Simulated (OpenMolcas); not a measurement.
# Nd³⁺: CASSCF and CASPT2 terms and fine-structure levels

Which level of Nd³⁺ lies lowest, and where do the others fall? The reference wave functions come first, then spin-orbit coupling, then second-order correlation under several settings.

The numbers are computed with OpenMolcas 26.06 (state-averaged CASSCF and CASPT2, spin-orbit coupling by RASSI with atomic mean-field integrals), except any that are marked as measured or tabulated.

## Step 1: Starting point

* Species: Nd³⁺ (neodymium, Z = 60, 57 electrons)
* Basis: ANO-RCC-VQZP [9s8p6d4f3g2h], 140 functions
* Scalar Hamiltonian: X2C, point nucleus
* Inactive shells: 1s 2s 2p 3s 3p 3d 4s 4p 4d 5s 5p
* Active space: 3 electrons in 7 orbitals (4f)
* Some configurations of this space: 4f³
* Orbitals: optimised for the ground-state spin in each parity, averaged over the low roots

Outer shells as boxes (Hund's rule):

4f3
```
4f [↑ ][↑ ][↑ ][  ][  ][  ][  ]
```

The work runs as a chain of OpenMolcas steps in one folder; each step below is one input file. Labels, J, g values, rates, χT and fits are worked out afterwards by a script from the matrices that RASSI stores.

## Step 2: GATEWAY and SEWARD: basis and integrals

Contents of a.inp:

```
&GATEWAY
Coord
1

Nd 0.0 0.0 0.0
Basis=ANO-RCC-VQZP
Group=XYZ
NoMove
AngMom=0.0 0.0 0.0
AMFI
RX2C
&SEWARD
```

Run with:

```bash
OMP_NUM_THREADS=1 MOLCAS_MEM=2252 MOLCAS_PROJECT=a pymolcas a.inp > a.log
```

## Step 3: Reference wave functions, quartets of odd parity, 30 roots

Contents of a.inp:

```
&RASSCF
FileOrb=start.orb
Symmetry=2
Spin=4
nActEl=3 0 0
Inactive=15 12
Ras2=0 7
CIRoot=30 30 1
SDav=35
CIMx=300
Iter=120 100
PrWF=0.3
OrbListing=Nothing
MaxOrb=0
Atom
>>> COPY $Project.JobIph JOB001
```

start.orb holds the contracted functions of the basis, ordered by shell, or the orbitals of the step before.

## Step 4: Reference wave functions, doublets of odd parity, 112 roots

Contents of a.inp:

```
&RASSCF
FileOrb=start.orb
Symmetry=2
Spin=2
nActEl=3 0 0
Inactive=15 12
Ras2=0 7
CIRoot=112 112 1
SDav=112
CIMx=300
Iter=120 100
PrWF=0.3
OrbListing=Nothing
MaxOrb=0
Atom
CIOnly
>>> COPY $Project.JobIph JOB002
```

## Step 5: RASSI: spin-orbit coupling between the states

Contents of a.inp:

```
&RASSI
NrOfJobIphs=2 30 43
1 2 3 4 5 6 7 8 9 10 11 12 13 14 15 16 17 18 19 20 21 22 23 24 25 26 27
28 29 30
1 2 3 4 5 6 7 8 9 10 11 12 13 14 15 16 17 18 19 20 21 22 23 24 25 26 27
28 29 30 31 32 33 34 35 36 37 38 39 40 41 42 43
IphNames
JOB001
JOB002
EJob
SpinOrbit
DIPRint=1.0
SOCoupling=1000.0
Subsets=2
MEES
Property=10
'ANGMOM' 1 'ANGMOM' 2 'ANGMOM' 3 'MLTPL  1' 1 'MLTPL  1' 2 'MLTPL  1' 3
'AMFI' 1 'AMFI' 2 'AMFI' 3 'MLTPL  2' 6
SOProperty=3
'ANGMOM' 1 'ANGMOM' 2 'ANGMOM' 3
```

## Step 6: CASPT2: IPEA 0 (closed shells correlated: none)

Contents of a.inp:

```
>>> COPY JOB001 $Project.JobIph
&CASPT2
Multistate=30 1 2 3 4 5 6 7 8 9 10 11 12 13 14 15 16 17 18 19 20 21 22
23 24 25 26 27 28 29 30
NoMult
Frozen=15 12
IPEA=0.0
MaxIter=60
WThr=0.0 0.3 0.05
PrWF=0.5
NoMix
>>> COPY JOB002 $Project.JobIph
&CASPT2
Multistate=43 1 2 3 4 5 6 7 8 9 10 11 12 13 14 15 16 17 18 19 20 21 22
23 24 25 26 27 28 29 30 31 32 33 34 35 36 37 38 39 40 41 42 43
NoMult
Frozen=15 12
IPEA=0.0
MaxIter=60
WThr=0.0 0.3 0.05
PrWF=0.5
NoMix
```

## Step 7: CASPT2: IPEA 0.2, sigma1 regulariser 0.25 (closed shells correlated: 4d 5s 5p)

Changes to a.inp since step 6:

```diff
@@ -4,5 +4,5 @@
 23 24 25 26 27 28 29 30
-NoMult
-Frozen=15 12
-IPEA=0.0
+Frozen=9 9
+IPEA=0.2
+Sig1=0.25
 MaxIter=60
@@ -15,5 +15,5 @@
 23 24 25 26 27 28 29 30 31 32 33 34 35 36 37 38 39 40 41 42 43
-NoMult
-Frozen=15 12
-IPEA=0.0
+Frozen=9 9
+IPEA=0.2
+Sig1=0.25
 MaxIter=60
```

## Step 8: CASPT2: IPEA 0.75 (closed shells correlated: none)

Changes to a.inp since step 7:

```diff
@@ -4,5 +4,4 @@
 23 24 25 26 27 28 29 30
-Frozen=9 9
-IPEA=0.2
-Sig1=0.25
+Frozen=15 12
+IPEA=0.75
 MaxIter=60
@@ -15,5 +14,4 @@
 23 24 25 26 27 28 29 30 31 32 33 34 35 36 37 38 39 40 41 42 43
-Frozen=9 9
-IPEA=0.2
-Sig1=0.25
+Frozen=15 12
+IPEA=0.75
 MaxIter=60
```

(Steps that only read results are left out.)

**Question.** What will these runs give? Wanted: lowest level; first excited level; lowest level of another term; spin-orbit lowering of the lowest level; strongest of the lines computed, by gA.

**Answer**, as computed:

| quantity | value |
| --- | --- |
| method | SS-CASPT2, IPEA 0 (closed shells correlated: none) |
| lowest level | 4f³ ⁴I°_9/2, 97 % of that term, g = 0.733 |
| ground level listed by NIST | 4I°9/2 |
| first excited level | 4f³ ⁴I°_11/2 at 2040 cm⁻¹ |
| lowest level of another term | 4f³ ²H°_9/2 at 13510 cm⁻¹ |
| spin-orbit lowering of the lowest level | 3799 cm⁻¹ |
| strongest of the lines computed, by gA (one parity, so forbidden lines), at SS-CASPT2 energies | 4f³ ²K°_15/2 → 4f³ ⁴I°_15/2, 572.7 nm, A = 1.96e+00 s⁻¹ |

Cost and accuracy by method:

```
                                                    method  time of its own steps  time with the reference  mean absolute difference from the measured levels (cm-1)
                                                 A. CASSCF                   51 s                     51 s                                                      3600
                               B. SS-CASPT2, IPEA 0, +none                   54 s                  1.8 min                                                      2000
C. SS-CASPT2, IPEA 0.2, sigma1 regulariser 0.25, +4d 5s 5p                3.6 min                  4.4 min                                                       880
                            D. SS-CASPT2, IPEA 0.75, +none                   73 s                  2.1 min                                                      2500
```

Times are of one thread on a shared host.

**Reading.** The multiplet ⁴I° is regular; its intervals divided by the larger J differ by 21 % of their mean, where Landé's rule for pure LS coupling makes them equal. Second-order correlation (method B) scales the levels of the lowest configuration above 5000 cm⁻¹ by 0.85 to 1.01. Method C lies closest to the measured levels (880 cm⁻¹ on average) and A farthest (3600). Only the configurations of the active space and the roots asked for are present. The doublets rest on orbitals optimised for another spin in at least one step, which raises them against the optimised states. Not all states of the active space went into the spin-orbit step. CASPT2 does not keep the components of a term degenerate, and the means are used. High states of lower spin are left out of the spin-orbit mixing. Levels of other configurations are missing from the list.
